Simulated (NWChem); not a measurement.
**CH4GeN (SMILES [H]/N=[CH]/[GeH2]) at 4 levels**

We compute a comparison of 4 runs (UHF/STO-3G, UHF/3-21G, UB3LYP/6-31G*) of CH4GeN. 

The calculation is run with NWChem 7.3.0.

## Step 1: Starting point

CH4GeN: 7 atoms, total charge 0, spin state doublet. SMILES: `[H]/N=[CH]/[GeH2]`. The shape comes from GFN2-xTB, which is rough for such elements, and wasn't checked as a minimum.

Bond lengths: N1–C2 1.239 Å, C2–Ge3 2.017 Å, N1–H4 1.019 Å, C2–H5 1.100 Å, Ge3–H6 1.572 Å, Ge3–H7 1.572 Å. Angles: N1–C2–Ge3 126.3°, N1–C2–H5 125.5°, Ge3–C2–H5 108.2°, C2–N1–H4 120.0°, C2–Ge3–H6 98.1°, C2–Ge3–H7 98.1°, H6–Ge3–H7 95.5°.

## Step 2: Energy and gradient at UHF/STO-3G (run 1)

sp.nw

```
start sp
memory stack 880 mb heap 220 mb global 1100 mb

geometry units angstroms noautosym nocenter noautoz
  N     -1.435450    -0.853740    -0.413880
  C     -0.439180    -0.123530    -0.311720
  Ge     0.912700    -0.150020     1.184610
  H     -2.059040    -0.757130    -1.214360
  H     -0.143020     0.655540    -1.029190
  H      0.948890     1.393620     1.479240
  H      2.215110    -0.164730     0.305300
end

basis spherical bse
  N library STO-3G
  C library STO-3G
  Ge library STO-3G
  H library STO-3G
end

scf
  nopen 1
  uhf
  thresh 1e-08
  maxiter 80
end

task scf gradient
```

Command:

```bash
$ nwchem sp.nw > sp.out
```

Log:

```text
[...]
  functions       =    32
[...]
  wavefunction    = UHF
[...]
         Total SCF energy =  -2145.110168086687
      One electron energy =  -3320.948315466785
      Two electron energy =   1019.272575660327
 Nuclear repulsion energy =    156.565571719771
                       Sz =      0.5000
                 Sz(Sz+1) =      0.7500
                      S^2 =      0.8948
[...]
                         UHF ENERGY GRADIENTS
    atom               coordinates                        gradient
                 x          y          z           x          y          z
   1 N      -2.712607  -1.613335  -0.782120    0.057446   0.068536  -0.029339
   2 C      -0.829930  -0.233438  -0.589065   -0.086249  -0.048882  -0.028172
   3 Ge      1.724753  -0.283497   2.238588   -0.023200  -0.067222   0.064243
   4 H      -3.891021  -1.430768  -2.294808    0.006006  -0.015621   0.027354
   5 H      -0.270269   1.238791  -1.944887    0.007334   0.002693   0.004352
   6 H       1.793142   2.633560   2.795358    0.005635   0.047192  -0.006453
   7 H       4.185951  -0.311295   0.576933    0.033028   0.013304  -0.031985
[...]
```

Run time: 9.3 s. Hardware: 1 thread of AMD EPYC 7R13 (Zen 3), shared host; peak memory 0.1 GiB.

## Step 3: Energy and forces at UHF/3-21G (run 2)

job.nw

```
START job
TITLE "CH4GeN hf"
memory 2200 mb
GEOMETRY units angstroms noautosym nocenter noautoz
  N    -1.435450   -0.853740   -0.413880
  C    -0.439180   -0.123530   -0.311720
  Ge    0.912700   -0.150020    1.184610
  H    -2.059040   -0.757130   -1.214360
  H    -0.143020    0.655540   -1.029190
  H     0.948890    1.393620    1.479240
  H     2.215110   -0.164730    0.305300
END
BASIS spherical bse
  * library 3-21G
END
SCF
  nopen 1
  uhf
  thresh 1e-08
  maxiter 80
END
TASK scf gradient
```

Command:

```bash
$ nwchem job.nw > job.out
```

Log:

```text
[...]
  functions       =    48
[...]
  wavefunction    = UHF
[...]
         Total SCF energy =  -2159.361534880175
      One electron energy =  -3322.631085599216
      Two electron energy =   1006.703978999270
 Nuclear repulsion energy =    156.565571719771
                       Sz =      0.5000
                 Sz(Sz+1) =      0.7500
                      S^2 =      0.7624
[...]
                         UHF ENERGY GRADIENTS
    atom               coordinates                        gradient
                 x          y          z           x          y          z
   1 N      -2.712607  -1.613335  -0.782120    0.022988   0.019847  -0.001687
   2 C      -0.829930  -0.233438  -0.589065   -0.027753  -0.012853  -0.013025
   3 Ge      1.724753  -0.283497   2.238588    0.004502  -0.024895   0.037894
   4 H      -3.891021  -1.430768  -2.294808   -0.006410  -0.004826  -0.000399
   5 H      -0.270269   1.238791  -1.944887    0.004904   0.004593  -0.000784
   6 H       1.793142   2.633560   2.795358    0.004121   0.005177  -0.013943
   7 H       4.185951  -0.311295   0.576933   -0.002353   0.012957  -0.008057
[...]
```

Run time: 13 s. Hardware: 1 thread of AMD EPYC 7R13 (Zen 3), shared host; peak memory 0.099 GiB.

Run 3 isn't shown in full; the table further down has it.

## Step 4: Energy and gradient at UB3LYP/6-31G(d) (Cartesian functions) (run 4)

ch4gen.xyz

```xyz
7

N     -1.435450    -0.853740    -0.413880
C     -0.439180    -0.123530    -0.311720
Ge     0.912700    -0.150020     1.184610
H     -2.059040    -0.757130    -1.214360
H     -0.143020     0.655540    -1.029190
H      0.948890     1.393620     1.479240
H      2.215110    -0.164730     0.305300
```

ch4gen.nw

```
start ch4gen
memory total 2200 mb
geometry noautosym nocenter noautoz
  load ch4gen.xyz
end
basis cartesian
  * library 6-31G*
end
dft
  xc b3lyp
  mult 2
  grid xfine
  convergence energy 1e-08
  maxiter 100
  mulliken
  noprint "final vectors analysis"
end
task dft gradient
```

Command:

```bash
$ nwchem ch4gen.nw > ch4gen.out
```

Log:

```text
[...]
          Wavefunction type:  spin polarized.
          No. of atoms     :     7
          No. of electrons :    49
[...]
          Charge           :     0
          Spin multiplicity:     2
[...]
          AO basis - number of functions:    73
[...]
              XC Information
              --------------
                         B3LYP Method XC Potential
                     Hartree-Fock (Exact) Exchange  0.200
                        Slater Exchange Functional  0.800 local
                    Becke 1988 Exchange Functional  0.720 non-local
              Lee-Yang-Parr Correlation Functional  0.810
                  VWN I RPA Correlation Functional  0.190 local
[...]
 d= 0,ls=0.0,diis     1  -2171.8753198145 -2.33D+03  7.84D-03  3.16D-01     3.5
[...]
 d= 0,ls=0.0,diis    13  -2171.9368244110 -4.28D-09  7.35D-07  4.91D-10    38.0
[...]
         Total DFT energy =    -2171.936824411020
      One electron energy =    -3333.232532183241
           Coulomb energy =     1097.518488072423
    Exchange-Corr. energy =      -92.788352019974
 Nuclear repulsion energy =      156.565571719771
[...]
      Total Density - Mulliken Population Analysis
     ---------------------------------------------
    Atom       Charge   Shell Charges
 -----------   ------   -------------------------------------------------------
    1 N    7     7.49   1.99  0.81  2.42  0.94  1.32  0.00
    2 C    6     5.98   1.99  0.73  1.98  0.52  0.74  0.02
    3 Ge  32    32.01   2.00  1.99  6.00  1.93  5.99  1.40  1.98  0.19  0.37  6.92  2.97  0.28
    4 H    1     0.70   0.51  0.19
    5 H    1     0.85   0.53  0.32
    6 H    1     0.99   0.48  0.51
    7 H    1     0.99   0.48  0.51
[...]
      <S2> =      0.7515 (Exact =     0.7500)
[...]
  wavefunction    = open shell
                         DFT ENERGY GRADIENTS
    atom               coordinates                        gradient
                 x          y          z           x          y          z
   1 N      -2.712607  -1.613335  -0.782120    0.023263   0.025485  -0.008864
   2 C      -0.829930  -0.233438  -0.589065   -0.013898  -0.006057  -0.007088
   3 Ge      1.724753  -0.283497   2.238588   -0.002491  -0.014091   0.015977
   4 H      -3.891021  -1.430768  -2.294808   -0.002578  -0.007565   0.007353
   5 H      -0.270269   1.238791  -1.944887   -0.002120  -0.005361   0.004880
   6 H       1.793142   2.633560   2.795358    0.002005   0.000076  -0.008944
   7 H       4.185951  -0.311295   0.576933   -0.004182   0.007513  -0.003313
[...]
```

It took 47 s on 1 thread of AMD EPYC 7R13 (Zen 3), shared host; peak memory 0.14 GiB.

## Step 5: All runs side by side

```csv
run,level,iteration cap,module,energy (Eh),dipole moment (D),HOMO energy (eV),LUMO energy (eV),wall time
1,UHF/STO-3G,80,scf,-2145.110168,0.63,-7.12,3.94,9.3 s
2,UHF/3-21G,80,scf,-2159.361535,0.75,-9.22,0.23,13 s
3,UB3LYP/6-31G* (spherical functions),100,dft,-2171.929534,1.58,-6.20,-3.77,46 s
4,UB3LYP/6-31G* (Cartesian functions),100,dft,-2171.936824,1.56,–,–,47 s
```

## Step 6: What came out

| quantity | value |
| --- | --- |
| run 4: total energy | -2171.93682 Eh |
| run 4: dipole moment | 1.56 D |
| run 4: ⟨S²⟩ | 0.751 |
| run 4: largest force on an atom | 1.832 eV/Å |

**Reading.** The dipole moment (its size) runs from 0.63 D (UHF/STO-3G) to 1.58 D (UB3LYP/6-31G*). The two ends differ in method and basis. In run 1 the basis is minimal, so the values are rough. Spin contamination of the reference: run 1 ⟨S²⟩ = 0.89. All runs together took 1.9 min, the longest 47 s.
